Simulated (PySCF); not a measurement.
**WOCl2: relaxation and vibrations of the triplet**

Aim: relax WOCl2 as a triplet from a trigonal planar start, check by its vibrations whether the end is a minimum, and collect its spectrum and constants.

Computed with PySCF 2.14.0. Level: PBE0, basis W def2-TZVP with ECP60, O def2-TZVP, Cl def2-TZVP, scalar-relativistic core potentials, no spin–orbit coupling, density fitting.

**1. Starting geometry**

4 atoms, charge 0, spin multiplicity 3.

Bond lengths: W1–O2 1.770 Å, W1–Cl3 2.360 Å, W1–Cl4 2.360 Å. Angles: O2–W1–Cl3 120.0°, O2–W1–Cl4 120.0°, Cl3–W1–Cl4 120.0°.

```xyz
4
charge 0 multiplicity 3
W    -0.2009    0.0000    0.0000
O    -1.9709    0.0000    0.0000
Cl    0.9791   -2.0438    0.0000
Cl    0.9791    2.0438    0.0000
```

**2. The SCF at the typed geometry**

The steps below are one call of a driver around PySCF. For each, scf.py gives the equivalent set-up of the SCF; relaxations use the driver's own optimiser. After this first run the driver tries any further starts and a stability analysis.

The input, scf.py:

```python
from pyscf import gto, scf, dft
mol = gto.M(atom='''
W     -0.200880     0.000000     0.000000
O     -1.970910    -0.000010     0.000000
Cl     0.979110    -2.043820     0.000000
Cl     0.979110     2.043810     0.000000''',
    basis={'W': 'def2-TZVP', 'O': 'def2-TZVP', 'Cl': 'def2-TZVP'},
    ecp={'W': 'def2-TZVP'},
    charge=0, spin=2)
mf = dft.UKS(mol, xc='PBE0')
mf.grids.atom_grid = (50, 194)
aux = {'W': 'def2-universal-JKFIT', 'O': 'def2-universal-JKFIT', 'Cl': 'def2-universal-JKFIT'}
mf = mf.density_fit(auxbasis=aux)
mf.conv_tol = 1e-08
mf.diis_space = 10
mf.max_cycle = 60
mf.init_guess = 'minao'
mf.verbose = 4
mf.kernel()
```

The run is started by

```console
$ OMP_NUM_THREADS=4 python axn.py task.json out
```

Further steps of the session: Relaxation: trigonal planar start, triplet; Hessian and properties.

Before running it: what results should come out? Wanted: minimum; geometry; wavenumbers; dipole moment; highest occupied, lowest empty level; polar-tensor charge of W1; zero-point energy; atomisation energy; ⟨S²⟩.

As calculated:

```
                                          quantity                                                               value
                                           minimum                                                        triplet, C2v
                                          geometry  W–Cl 2.273 Å (×2), W–O 1.677 Å; Cl–W–Cl 122.1°, Cl–W–O 118.9° (×2)
                                wavenumbers (cm⁻¹)         100 (a1), 105 (b1), 186 (b2), 397 (a1), 413 (b2), 1065 (a1)
                                     dipole moment                                                              0.68 D
highest occupied, lowest empty level (either spin)                                                     -6.92, -3.40 eV
                         polar-tensor charge of W1                                                             +1.75 e
                                 zero-point energy                                                         13.6 kJ/mol
                               entropy at 298.15 K                                                     344.9 J/(mol K)
         atomisation energy (no zero-point energy)                                                         1582 kJ/mol
                                              ⟨S²⟩                                                               2.019
```

**Reading.** The molecule stays C2v, as typed, and the end point is a minimum. The strongest infrared band lies at 1065 cm⁻¹ (a1, stretch). Most of the spin sits on W1 (Mulliken spin 2.11, against 2 for the whole molecule). Only this shape and spin were tried, so other structures or states may lie lower. One determinant may miss the lowest occupation of an open d or f shell. Spin–orbit coupling, left out here, can matter for elements this heavy.
